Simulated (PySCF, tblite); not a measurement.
**CH5Al2NO5, a small molecule taken as a stand-in for a surface group (alumina dimer): NMR shifts, core binding energies and electronic excitations**

What NMR shifts, core binding energies and electronic excitations should one expect for `N#[C][Al-]1([OH])[OH+][Al-]([OH])([OH])[OH+]1`?

Programs: tblite 0.8.0 and PySCF 2.14.0. All values are calculated, for the isolated system unless a continuum is named. Atoms count from 0, parts from 1.

### Step 1. The system as given

14 atoms, charge 0, multiplicity 1; geometry: distance geometry start.

### Step 2. Relaxing the cluster with GFN2-xTB

The job: settings as JSON, then the geometry in Å.

```
{"job": {"kind": "relax", "xc": "GFN2-xTB", "basis": "xTB"}, "charge": 0, "multiplicity": 1}
O      1.605402    -1.830538    -1.066701
Al     0.626648    -0.315009    -1.392821
O      1.292337     0.801722    -2.703413
O      0.207127     0.607643     0.222411
Al    -1.649782     0.271665    -0.042150
O     -2.303233    -0.874363     1.312363
C     -2.641843     1.871552    -0.360302
N     -3.416597     3.049631    -0.585663
O     -1.225528    -0.662853    -1.606183
H      1.461989    -2.473871    -0.352897
H      1.329721     0.625148    -3.641330
H      0.442297     1.546761     0.177450
H     -2.258299    -1.815409     1.315220
H     -1.602355    -0.251659    -2.413122
```

Method: GFN2-xTB geometry optimisation, gas phase.

Started as:

```sh
$ OMP_NUM_THREADS=1 python cluster_run.py task.json out
```

This one command runs all jobs of the session in turn.

**Question.** The jobs that follow are: PBE0-D3(BJ)/def2-SVP geometry optimisation, gas phase; GIAO PBE0/pcSseg-1 NMR shielding, non-relativistic, gas phase; delta-SCF UKS SCAN, pcX-2 on the ionised atom, pcseg-1 elsewhere, spin-free X2C; TDDFT CAM-B3LYP/def2-SVPD, vertical, gas phase, core orbitals frozen in the response. Predict: rotational constants (main isotopes); $^{13}$C shifts against TMS (PBE0/pcSseg-1); $^{1}$H shifts against TMS (PBE0/pcSseg-1); $^{17}$O shifts against H2O (PBE0/pcSseg-1, means over atoms taken as alike); $^{27}$Al shifts against AlH4- (PBE0/pcSseg-1); $^{15}$N shifts against NH3 (PBE0/pcSseg-1); O1s binding energies, SCAN/pcX-2 (standing for 4 of 5 atoms); Al2p binding energies, SCAN/pcX-2 (standing for 1 of 2 atoms); C1s binding energies, SCAN/pcX-2; lowest singlet (CAM-B3LYP/def2-SVPD); brightest single state of those computed; lowest triplet; vertical electron affinity (ΔSCF).

**Answer**, as computed:

| quantity | value |
| --- | --- |
| rotational constants (main isotopes) | 1.84, 0.79, 0.63 GHz |
| $^{13}$C shifts against TMS (PBE0/pcSseg-1) | 130.3 ppm |
| $^{1}$H shifts against TMS (PBE0/pcSseg-1) | 2.04, 2.03, 1.41, 1.05, 0.93 ppm |
| $^{17}$O shifts against H2O (PBE0/pcSseg-1, means over atoms taken as alike) | 37.8, 22.7, 8.3, 4.3 ppm |
| $^{27}$Al shifts against AlH4- (PBE0/pcSseg-1) | -12.6, -18.1 ppm |
| $^{15}$N shifts against NH3 (PBE0/pcSseg-1) | 367.9 ppm |
| O1s binding energies, SCAN/pcX-2 (standing for 4 of 5 atoms) | O3 540.25, O5 538.23, O0 538.06 eV |
| Al2p binding energies, SCAN/pcX-2 (standing for 1 of 2 atoms) | Al4 81.82 eV |
| C1s binding energies, SCAN/pcX-2 | C6 291.34 eV |
| lowest singlet (CAM-B3LYP/def2-SVPD) | 6.94 eV (179 nm), f = 0.000 |
| brightest single state of those computed | state 6, 7.67 eV, f = 0.137 |
| lowest triplet | 5.77 eV |
| vertical electron affinity (ΔSCF) | -0.14 eV (unbound: the value hangs on the basis) |

**Reading.** The start of the PBE0/def2-SVP relaxation was shaken at random by about 0.01 Å, so part of the energy gained, and of the first lengths quoted, undoes that. The optimisation took 19 steps and gained 0.472 eV; among the close pairs (by a distance rule), Al1–Al4 changed most, from 2.692 to 2.832 Å (PBE0/def2-SVP). At PBE0/pcSseg-1: The widest tensor belongs to N7: span 656 ppm, with a paramagnetic part of -441 ppm. At SCAN/pcX-2: O3 (oxygen bonded to 2 Al, H) binds its O1s electron 2.18 eV more tightly than O0 (oxygen bonded to Al, H). Only 4 of the 5 O atoms are covered by sound results. The first singlet state (HOMO−3→LUMO+1 0.45, HOMO−3→LUMO+4 0.26) lies at 6.94 eV and is dark; of the 6 states computed, the strongest absorption comes from state 6 at 7.67 eV (the last computed, so partners may be missing). The lowest triplet lies 1.17 eV below the lowest singlet (triplets in Tamm-Dancoff, singlets in full TDDFT). A capped cluster stands for the solid here, so long-range fields and strain are missing, and bands or shifts of the capping hydrogens have no counterpart in it.
